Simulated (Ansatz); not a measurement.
# Co (hcp type): the cost of one run

Computed with Ansatz 0.2.0 (DFT, PBE, all-electron LAPW, scalar-relativistic, unless a step's input says otherwise).

### Step 1. The starting structure

The structure is hexagonal, space group P6_3/mmc (No. 194). The conventional cell has a = 2.420 Å, b = 2.420 Å, c = 3.913 Å, α = 90.00°, β = 90.00°, γ = 120.00°. Around Co (site symmetry -6m2) lie 12 Co at 2.40 to 2.42 Å.

Coordinates:

```cif
data_structure
_symmetry_space_group_name_H-M 'P6_3/mmc'
_symmetry_Int_Tables_number 194
_cell_length_a 2.4199
_cell_length_b 2.4199
_cell_length_c 3.9125
_cell_angle_alpha 90.000
_cell_angle_beta 90.000
_cell_angle_gamma 120.000
_cell_volume 19.84
loop_
_atom_site_label
_atom_site_type_symbol
_atom_site_symmetry_multiplicity
_atom_site_Wyckoff_symbol
_atom_site_fract_x
_atom_site_fract_y
_atom_site_fract_z
_atom_site_occupancy
Co1 Co 2 c 0.33333 0.66667 0.25000 1
```

The file gives the conventional cell by its symmetry; the runs use the cell typed in the input.

Atoms are numbered in the order of the input: Co1, Co2.

### Step 2. Hcp relaxed under pressure, LAPW

Input file input.yaml:

```yaml
crystal:
  lattice:
    - [2.419890411, 0.0, 0.0]
    - [-1.2099452055, 2.0956865703, 0.0]
    - [0.0, 0.0, 3.9125121356]
  atoms:
    - { symbol: Co, position: [0.3333333333, 0.6666666667, 0.25], spin: 1.7 }
    - { symbol: Co, position: [0.6666666667, 0.3333333333, 0.75], spin: 1.7 }
magnetization:
  spin_polarized: true
kpoints:
  mp_grid: { grid: [18, 18, 10] }
scf:
  occupations: { method: fermi_dirac, width: 0.1 }
hamiltonian:
  xc: pbe
  pseudopotentials: { kind: all_electron, lapw: { basis_error: 0.0005 } }
output:
  forces: true
  stress: true
  eigenvalues: true
relax:
  f_tol: 0.005
  max_steps: 12
  cell: { p_target: 24.0, stress_tol: 0.03 }
```

Run with:

```sh
ansatz run input.yaml --threads 2 --pin off --max-ram 7168MiB --backend cpu --events-out ev --progress --plain --runs-dir out
```

**Question.** How long does this run take on 2 threads of Arm Neoverse V1, shared host, and how much memory does it need?

About 2.4 min, with a peak of 1 GiB.
